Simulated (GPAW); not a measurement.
InSb3:

```xyz
4
Lattice="4.8064 0.0000 0.0000 0.0000 4.8064 0.0000 0.0000 0.0000 4.8064" Properties=species:S:1:pos:R:3 pbc="T T T"
Sb    2.4032    2.4032    0.0000
Sb    0.0000    2.4032    2.4032
Sb    2.4032    0.0000    2.4032
In    0.0000    0.0000    0.0000
```

The cell comes from a database or a generator and needn't be the stable form of this composition.

Base run:

| Item | Value |
| --- | --- |
| Program | GPAW 26.7.0 |
| Functional | LDA |
| Potentials or basis | the program's PAW data sets (release 1.2.1) made for this functional |
| Cutoff | 600 eV |
| Basis | pw |
| k mesh | 6 × 6 × 6 |
| Occupations | fermi-dirac, width 0.05 eV |
| Spin | no spin polarisation |

Its results: pressure -4.1 GPa.

**Question.** The run is repeated on the same cell with these changes: cutoff from 600 eV to 450 eV; k mesh from 6 × 6 × 6 to 5 × 5 × 5. What comes out?

**Answer.** Pressure -5.8 GPa.

Caveats: the cutoff is short for stress and forces, so pressures can be off by a GPa or more (some runs).

Not every run made on this cell is shown here.
